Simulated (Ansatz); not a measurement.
Crystal: MnCoGe.

```
Ge Co Mn
1.0
     4.09114    0.00000    0.00000
    -2.04557    3.54303    0.00000
     0.00000    0.00000    5.14388
Ge Co Mn
2 2 2
Direct
  0.33333 0.66667 0.25000
  0.66667 0.33333 0.75000
  0.66667 0.33333 0.25000
  0.33333 0.66667 0.75000
  0.00000 0.00000 0.50000
  0.00000 0.00000 0.00000
```

The cell is a database's computed one.

Base run:

```yaml
Program: Ansatz 0.2.0
Functional: PBEsol
Potentials_or_basis: Ansatz PAW
Cutoff: "420 eV (not typed: the program's choice for these potentials)"
k_mesh: 8 × 8 × 5
Occupations: fermi-dirac, width 0.05 eV
Spin: no spin polarisation
```

Its results: band gap on the k mesh none (metal or under the smearing width); pressure -17.7 GPa.

Problem. The run is repeated on the same cell with these changes: spin from no spin polarisation to collinear spin, ferromagnetic start. What comes out?

Solution. Band gap on the k mesh none (metal or under the smearing width); pressure -9.7 GPa; net moment 6.11 μB per cell; site moments Ge -0.06; Co +0.44; Mn +2.64 μB.

Caveats: the PAW data sets come from PBE, with cores solved anew for the run's functional, which leaves a small shift of forces and pressure.
